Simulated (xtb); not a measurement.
# CH12Si4 (SiMe(SiH3)3) at GFN2-xTB

We compute a structure relaxation of CH12Si4 (SiMe(SiH3)3). 

Program for the calculation: xtb 6.7.1 later snapshot.

4 further runs of the same task are left out: 4 set aside as unsound or not needed.

## Step 1: The structure to begin with

The species is CH12Si4 (17 atoms), meant as a singlet with charge 0. As SMILES, `C[Si]([SiH3])([SiH3])[SiH3]`. All atoms were displaced at random from a relaxed shape. The run starts from this shape.

Bond lengths: Si1–C2 1.897 Å, Si1–Si6 2.323 Å, Si1–Si10 2.445 Å, Si1–Si14 2.285 Å, C2–H3 1.101 Å, C2–H4 1.080 Å, C2–H5 1.245 Å, Si6–H7 1.376 Å, Si6–H8 1.493 Å, Si6–H9 1.414 Å, Si10–H11 1.516 Å, Si10–H12 1.505 Å, Si10–H13 1.388 Å, Si14–H15 1.418 Å, Si14–H16 1.465 Å, Si14–H17 1.533 Å. Some angles: C2–Si1–Si6 109.4°, C2–Si1–Si10 102.0°, C2–Si1–Si14 109.9°, Si6–Si1–Si10 108.8°, Si6–Si1–Si14 115.6°, Si10–Si1–Si14 110.3°, Si1–C2–H3 118.1°, Si1–C2–H4 118.2°, Si1–C2–H5 106.3°, Si1–Si6–H7 113.3°.

## Step 2: A structure relaxation at GFN2-xTB

Contents of geom.xyz:

```xyz
17
CH12Si4
Si     0.050180    -0.090970     0.029030
C     -0.004600     0.035300     1.921390
H     -0.987240    -0.010100     2.415050
H      0.551670     0.830430     2.395960
H      0.540120    -0.996490     2.355630
Si     2.253870     0.055040    -0.689620
H      2.377300     0.096860    -2.059640
H      2.898520    -1.223270    -0.267030
H      3.061330     1.035520    -0.068230
Si    -1.136090     1.936270    -0.648400
H     -0.511230     3.202100    -0.096540
H     -2.566500     1.947500    -0.180480
H     -1.198110     2.006320    -2.033180
Si    -1.091910    -1.946160    -0.659580
H     -0.545920    -3.186750    -0.243060
H     -1.307930    -2.037430    -2.106050
H     -2.514820    -1.989370    -0.090540
```

Launch:

```
$ xtb geom.xyz --gfn 2 --opt normal > out.txt 2> xtb.err
```

What values should one expect? Wanted: total energy at the end; dipole moment; HOMO energy; LUMO energy; HOMO–LUMO gap; dispersion energy; mean polarisability.

Computed results:

Level: GFN2-xTB.

| quantity | value |
| --- | --- |
| total energy at the end | -15.12821 Eh |
| dipole moment | 0.63 D |
| HOMO energy | -9.62 eV |
| LUMO energy | -5.86 eV |
| HOMO–LUMO gap | 3.75 eV |
| dispersion energy | -36.89 kJ/mol |
| mean polarisability (D4 model) | 128.4 bohr³ |

In words: At the final geometry: Bond lengths: Si1–C2 1.923 Å, Si1–Si6 2.340 Å, Si1–Si10 2.340 Å, Si1–Si14 2.341 Å, C2–H3 1.087 Å, C2–H4 1.087 Å, C2–H5 1.087 Å, Si6–H7 1.465 Å, Si6–H8 1.466 Å, Si6–H9 1.466 Å, Si10–H11 1.466 Å, Si10–H12 1.466 Å, Si10–H13 1.465 Å, Si14–H15 1.466 Å, Si14–H16 1.465 Å, Si14–H17 1.466 Å. Some angles: C2–Si1–Si6 105.9°, C2–Si1–Si10 106.2°, C2–Si1–Si14 106.1°, Si6–Si1–Si10 112.8°, Si6–Si1–Si14 112.9°, Si10–Si1–Si14 112.1°, Si1–C2–H3 111.5°, Si1–C2–H4 111.4°, Si1–C2–H5 111.5°, Si1–Si6–H7 110.9°. The optimisation took 9 steps and changed the energy by -0.709 eV. Mulliken charges run from -0.21 on C2 to +0.36 on Si6.
